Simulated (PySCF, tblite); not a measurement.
**C₄H₁₇NSi₃: geometry, infrared bands and NMR shifts**

Wanted: the infrared bands and NMR shifts of C₄H₁₇NSi₃ (`CC(C)(C)[SiH2]N([SiH3])[SiH3]`), by calculation.

The runs use tblite 0.8.0 and PySCF 2.14.0, with density-fitted response routines of our own; the level of theory stands in each step. All values are computed, except where a source is named. Atoms are numbered from 0 throughout.

## 1. Starting geometry

25 atoms, charge 0, multiplicity 1; geometry from: force field or distance geometry start.

Bonds of the start (Å): C0–C1 1.53, C1–C2 1.54, C1–C3 1.55, C1–Si4 1.99, Si4–N5 1.69, N5–Si6 1.69, N5–Si7 1.69, C0–H8 1.10, C0–H9 1.09, C0–H10 1.10, C2–H11 1.10, C2–H12 1.09, C2–H13 1.10, C3–H14 1.10, C3–H15 1.10, C3–H16 1.10, Si4–H17 1.49, Si4–H18 1.48, Si6–H19 1.48, Si6–H20 1.49, Si6–H21 1.48, Si7–H22 1.48, Si7–H23 1.46, Si7–H24 1.48.

## 2. Relaxing the molecule with GFN2-xTB

The job: settings as JSON, then the geometry in Å.

```
{"job": {"kind": "relax", "xc": "GFN2-xTB", "basis": "xTB"}, "charge": 0, "multiplicity": 1}
C     -1.483700     1.373200    -0.766000
C     -1.402300     0.049600     0.001000
C     -2.531800    -0.886800    -0.458200
C     -1.581400     0.335400     1.510100
Si     0.342200    -0.848500    -0.305100
N      1.612400     0.108300     0.253500
Si     2.703700    -0.798800     1.169500
Si     2.453800     0.856900    -1.008100
H     -2.469400     1.839000    -0.622200
H     -0.744100     2.095600    -0.421100
H     -1.353800     1.224300    -1.843400
H     -2.535000    -1.842500     0.076800
H     -2.468800    -1.101400    -1.523000
H     -3.515000    -0.420100    -0.292400
H     -1.536700    -0.585500     2.112000
H     -2.555300     0.797000     1.726100
H     -0.806900     1.009400     1.902400
H      0.452800    -1.156600    -1.760700
H      0.262500    -2.143300     0.405300
H      3.299600    -1.900200     0.377800
H      1.993300    -1.354900     2.354400
H      3.781500     0.074100     1.692600
H      1.508300     1.679700    -1.793900
H      3.466600     1.764900    -0.467300
H      3.096700    -0.144500    -1.891800
```

The run is started by

```
$ OMP_NUM_THREADS=1 python probes_run.py task.json out
```

The driver reads the jobs from task.json and runs them one after another.

**Question.** This job is followed by: GFN2-xTB harmonic vibrations, gas phase; GIAO PBE0/pcSseg-1 NMR shielding, non-relativistic, gas phase. What will the session give for the following? strongest single infrared mode (GFN2-xTB); zero-point energy (GFN2-xTB); ¹³C shifts against TMS (PBE0/pcSseg-1, means over atoms taken as alike); ¹H shifts against TMS (PBE0/pcSseg-1, means over atoms taken as alike); ²⁹Si shifts against TMS (PBE0/pcSseg-1, means over atoms taken as alike); ¹⁵N shifts against NH3 (PBE0/pcSseg-1); surface potential, 1st and 99th percentile.

As calculated:

```
                                                                quantity                 value
                               strongest single infrared mode (GFN2-xTB)  800 cm⁻¹, 636 km/mol
                                            zero-point energy (GFN2-xTB)        120.1 kcal/mol
 ¹³C shifts against TMS (PBE0/pcSseg-1, means over atoms taken as alike)        27.5, 23.8 ppm
  ¹H shifts against TMS (PBE0/pcSseg-1, means over atoms taken as alike)  4.86, 4.70, 0.99 ppm
²⁹Si shifts against TMS (PBE0/pcSseg-1, means over atoms taken as alike)       -1.5, -44.9 ppm
                                  ¹⁵N shifts against NH3 (PBE0/pcSseg-1)              -1.0 ppm
                                   surface potential, 1st and 99th percentile    -0.09 V and 1.14 V
```

**Reading.** Over 218 steps the energy fell by 0.685 eV; of the close pairs, C1–Si4 changed most, 1.986 to 1.915 Å. All 69 modes are real, so the xTB geometry is a minimum. The strongest single mode, at 800 cm⁻¹, has its largest shares on H21, H19, H22 and H24 (the list is cut at 4 atoms). GFN2-xTB is a fitted tight-binding method: band positions and strengths are rough. Its intensities can rank the bands wrongly. At PBE0/pcSseg-1: The largest span, 119 ppm, is at Si6, Si7, where the paramagnetic term is -486 ppm.
